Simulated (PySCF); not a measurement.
**RhS₂⁻: structure of the quintet**

Where does quintet RhS₂⁻ go from a end-on start, is the end point a minimum, and what are its modes, charges and moments?

Method: PBE0, basis Rh def2-SVPD with ECP28, S def2-SVPD, scalar-relativistic core potentials, no spin–orbit coupling, density fitting; program: PySCF 2.14.0.

**1. Where the work starts**

3 atoms, charge -1, spin multiplicity 5.

Bond lengths: Rh1–S2 2.348 Å, S2–S3 2.047 Å. Angles: Rh1–S2–S3 119.9°.

```xyz
3
charge -1 multiplicity 5
Rh    0.0000    0.0000    0.0000
S     0.0000    0.0000    2.3484
S     1.7748    0.0000    3.3684
```

**2. First SCF at the start**

One driver script runs all steps and calls PySCF; scf.py shows how it sets up the SCF of each step. The optimiser is the driver's own. After this first run the driver tries any further starts and a stability analysis.

File scf.py:

```python
from pyscf import gto, scf, dft
mol = gto.M(atom='''
Rh     0.000000     0.000000     0.000000
S      0.000000     0.000000     2.348400
S      1.774800     0.000000     3.368400''',
    basis={'Rh': 'def2-SVPD', 'S': 'def2-SVPD'},
    ecp={'Rh': 'def2-SVPD'},
    charge=-1, spin=4)
mf = dft.UKS(mol, xc='PBE0')
mf.grids.atom_grid = (50, 194)
aux = {'Rh': 'def2-universal-JKFIT', 'S': 'def2-universal-JKFIT'}
mf = mf.density_fit(auxbasis=aux)
mf.conv_tol = 1e-08
mf.diis_space = 10
mf.max_cycle = 60
mf.init_guess = 'minao'
mf.verbose = 4
mf.kernel()
```

On the command line:

```console
OMP_NUM_THREADS=2 python axn.py task.json out
```

Standard output:

```text
init E= -896.468355744889
[... the frontier-level lines of each cycle are left out ...]
cycle= 1 E= -904.12283993136  delta_E= -7.65  |g|= 1.55  |ddm|= 3.15
cycle= 2 E= -879.584321429234  delta_E= 24.5  |g|= 4.38  |ddm|=   24
cycle= 3 E= -904.160237298232  delta_E= -24.6  |g|= 2.07  |ddm|= 22.8
cycle= 4 E= -905.911274445857  delta_E= -1.75  |g|= 0.821  |ddm|= 4.07
cycle= 5 E= -906.166834700885  delta_E= -0.256  |g|= 0.584  |ddm|= 1.15
cycle= 6 E= -906.355533057277  delta_E= -0.189  |g|= 0.186  |ddm|= 0.743
cycle= 7 E= -906.386885759243  delta_E= -0.0314  |g|= 0.0692  |ddm|= 0.459
cycle= 8 E= -906.392949367512  delta_E= -0.00606  |g|= 0.0793  |ddm|= 0.258
cycle= 9 E= -906.39761743685  delta_E= -0.00467  |g|= 0.0627  |ddm|= 0.12
cycle= 10 E= -906.401889548968  delta_E= -0.00427  |g|= 0.0456  |ddm|= 0.128
cycle= 11 E= -906.408625842457  delta_E= -0.00674  |g|= 0.0268  |ddm|= 0.366
cycle= 12 E= -906.409122680836  delta_E= -0.000497  |g|= 0.00881  |ddm|= 0.043
cycle= 13 E= -906.409984910545  delta_E= -0.000862  |g|= 0.00567  |ddm|= 0.124
cycle= 14 E= -906.410190197824  delta_E= -0.000205  |g|= 0.00272  |ddm|= 0.0751
cycle= 15 E= -906.410219022085  delta_E= -2.88e-05  |g|= 0.00147  |ddm|= 0.0171
cycle= 16 E= -906.410237157859  delta_E= -1.81e-05  |g|= 0.0011  |ddm|= 0.0148
cycle= 17 E= -906.410259278585  delta_E= -2.21e-05  |g|= 0.00109  |ddm|= 0.0202
cycle= 18 E= -906.410271296204  delta_E= -1.2e-05  |g|= 0.000688  |ddm|= 0.0148
cycle= 19 E= -906.410279943294  delta_E= -8.65e-06  |g|= 0.000317  |ddm|= 0.0193
cycle= 20 E= -906.410281327295  delta_E= -1.38e-06  |g|= 0.000149  |ddm|= 0.00804
cycle= 21 E= -906.410281539196  delta_E= -2.12e-07  |g|= 8.57e-05  |ddm|= 0.00257
cycle= 22 E= -906.410281620795  delta_E= -8.16e-08  |g|= 6.25e-05  |ddm|= 0.00131
cycle= 23 E= -906.410281665712  delta_E= -4.49e-08  |g|= 2.46e-05  |ddm|= 0.00112
cycle= 24 E= -906.410281673169  delta_E= -7.46e-09  |g|= 1e-05  |ddm|= 0.000544
Extra cycle  E= -906.410281673343  delta_E= -1.74e-10  |g|= 9.93e-06  |ddm|= 4.22e-05
converged SCF energy = -906.410281673343  <S^2> = 6.0103328  2S+1 = 5.0041314
```

This step, with its further starts and checks, needed 22 s of wall time on 2 threads of Intel Xeon at 2.60GHz (Ice Lake), shared host.

The starts that the driver tried:

```csv
start,energy (Eh)
the minimal-basis guess,-906.410282
a thermally smeared density,-906.410268
a smeared PBE density,-906.410282
```

No lower solution of this spin turned up from the other starts or in the test of internal stability.

**3. End-on start, quintet: relaxation**

The program finds Cs symmetry in the start, which this walk keeps. The walk stops when the largest gradient is under 0.0003 Eh/bohr and the energy has settled too.

scf.py: that of step 2 with these lines changed.

```diff
@@ -3,3 +3,3 @@
-Rh     0.000000     0.000000     0.000000
-S      0.000000     0.000000     2.348400
-S      1.774800     0.000000     3.368400''',
+Rh    -0.340091     0.000000    -1.095465
+S     -0.340091     0.000000     1.252935
+S      1.434709     0.000000     2.272935''',
@@ -16 +15,0 @@
-mf.init_guess = 'minao'
```

Energy and gradient, step by step:

```csv
step,energy (Eh),change (kJ/mol),largest symmetric gradient (Eh/bohr)
0,-906.410282,0.00,0.00873
1,-906.410802,-1.37,0.00290
2,-906.411145,-2.27,0.00437
3,-906.411643,-3.57,0.00414
4,-906.412047,-4.64,0.00253
5,-906.412210,-5.06,0.00507
6,-906.413894,-9.48,0.01955
7,-906.414810,-11.89,0.02917
8,-906.417977,-20.20,0.01573
9,-906.418065,-20.43,0.01796
10,-906.418967,-22.80,0.01120
11,-906.419309,-23.70,0.00829
12,-906.419743,-24.84,0.00381
13,-906.419863,-25.15,0.00116
14,-906.419877,-25.19,0.00012
15,-906.419877,-25.19,0.00001
```

The walk took 45 s.

Positions (Å) and forces (eV/Å) along the way:

```
step 0
Rh  -0.340   0.000  -1.095   0.094   0.000   0.128
S   -0.340   0.000   1.253   0.355   0.000   0.255
S    1.435   0.000   2.273  -0.449   0.000  -0.382
step 1
Rh  -0.326   0.000  -1.081   0.085   0.000   0.101
S   -0.343   0.000   1.265  -0.024   0.000   0.048
S    1.423   0.000   2.247  -0.061   0.000  -0.149
step 8
Rh   0.201   0.000  -0.556   0.062   0.000  -0.307
S   -0.819   0.000   1.513   0.745   0.000   0.215
S    1.372   0.000   1.473  -0.807   0.000   0.092
step 15
Rh   0.210   0.000  -0.601  -0.006   0.000   0.000
S   -0.776   0.000   1.546   0.003   0.000   0.003
S    1.321   0.000   1.485   0.003   0.000  -0.004
```

It settles in C2v symmetry, 25.2 kJ/mol below the start, after 15 steps: Rh–S 2.363 Å (×2), S–S 2.098 Å; Rh–S–S 63.6° (×2), S–Rh–S 52.7°.

**4. Vibrations and properties at this point**

On the finer grid the gradient is checked again; gradients at displacements of ±0.02 bohr then give force constants and infrared intensities.

scf.py: that of step 3 with these lines changed.

```diff
@@ -3,3 +3,3 @@
-Rh    -0.340091     0.000000    -1.095465
-S     -0.340091     0.000000     1.252935
-S      1.434709     0.000000     2.272935''',
+Rh    -0.023704     0.000000    -0.811284
+S     -1.010545     0.000000     1.336243
+S      1.086838     0.000000     1.274962''',
@@ -10 +10 @@
-mf.grids.atom_grid = (50, 194)
+mf.grids.atom_grid = (75, 302)
@@ -13 +13 @@
-mf.conv_tol = 1e-08
+mf.conv_tol = 1e-10
```

This SCF starts from the last density.

Log of the central SCF (cycles and frontier levels):

```text
init E= -906.419928251149
[... the frontier-level lines of each cycle are left out ...]
cycle= 1 E= -906.419928251013  delta_E= 1.36e-10  |g|= 1.63e-05  |ddm|= 2.62e-05
cycle= 2 E= -906.419928248836  delta_E= 2.18e-09  |g|= 6.34e-05  |ddm|= 9.88e-05
cycle= 3 E= -906.419928251173  delta_E= -2.34e-09  |g|= 1.59e-06  |ddm|= 7.91e-05
cycle= 4 E= -906.419928251177  delta_E= -4.09e-12  |g|= 7.27e-07  |ddm|= 2.71e-06
Extra cycle  E= -906.419928251177  delta_E= -2.27e-13  |g|= 1.38e-06  |ddm|= 3.97e-06
converged SCF energy = -906.419928251177  <S^2> = 6.0206382  2S+1 = 5.0082485
```

The whole step took 35 s.

Geometry: C2v; Rh–S 2.363 Å (×2), S–S 2.098 Å; Rh–S–S 63.6° (×2), S–Rh–S 52.7°.

Harmonic modes (main isotopes):

| symmetry | ω (cm⁻¹) | IR (km/mol) |
| --- | --- | --- |
| b2 | 164 | 29.6 |
| a1 | 242 | 16.9 |
| a1 | 502 | 49.6 |

All wavenumbers are real: a minimum.

Constants and moments:

```
Dipole moment about the centre of mass                          : 0.13 D
Highest occupied level                                          : 0.15 eV
Lowest empty level                                              : 1.30 eV
Rotational constants                                            : 0.2395, 0.09531, 0.06818 cm⁻¹
Zero-point energy                                               : 5.4 kJ/mol
Principal polarisabilities                                      : 107.6, 132.9, 181.0 bohr³
Principal traceless quadrupole moments about the centre of mass : -12.81, 4.75, 8.06 D Å
Entropy at 298.15 K and 1 bar (electronic part: spin only)      : 311.6 J/(mol K)
Heat capacity Cp at 298.15 K                                    : 53.8 J/(mol K)
Enthalpy at 298.15 K above 0 K                                  : 13.43 kJ/mol
Rotational symmetry number                                      : 2
Spin squared ⟨S²⟩                                               : 6.021
```

Charges (e) and bond orders:

```tsv
atom	Mulliken	Löwdin	polar tensor	spin (Mulliken)	Mayer order to Rh1
Rh1	-0.19	-0.46	-0.05	3.06	–
S2,3	-0.41	-0.27	-0.47	0.47	0.79
```

Mulliken populations on Rh1 (outside its core potential): s 3.08, p 6.38, d 7.72, f 0.00.

**5. Summary of results**

| quantity | value |
| --- | --- |
| minimum | quintet, C2v |
| geometry | Rh–S 2.363 Å (×2), S–S 2.098 Å; Rh–S–S 63.6° (×2), S–Rh–S 52.7° |
| wavenumbers (cm⁻¹) | 164 (b2), 242 (a1), 502 (a1) |
| dipole moment (centre of mass) | 0.13 D |
| highest occupied, lowest empty level (either spin) | 0.15, 1.30 eV |
| polar-tensor charge of Rh1 | -0.05 e |
| zero-point energy | 5.4 kJ/mol |
| entropy at 298.15 K | 311.6 J/(mol K) |
| ⟨S²⟩ | 6.021 |

From Cs at the start the molecule goes to a C2v minimum. In the infrared the band at 502 cm⁻¹ (a1) leads. Most of the spin sits on Rh1 (Mulliken spin 3.06, against 4 for the whole molecule). Only this shape and spin were tried, so other structures or states may lie lower. A highest occupied level above zero is common for anions with such functionals; it warns that the extra electron is poorly described. One determinant may miss the lowest occupation of an open d or f shell.

The search up to here took 1.7 min.
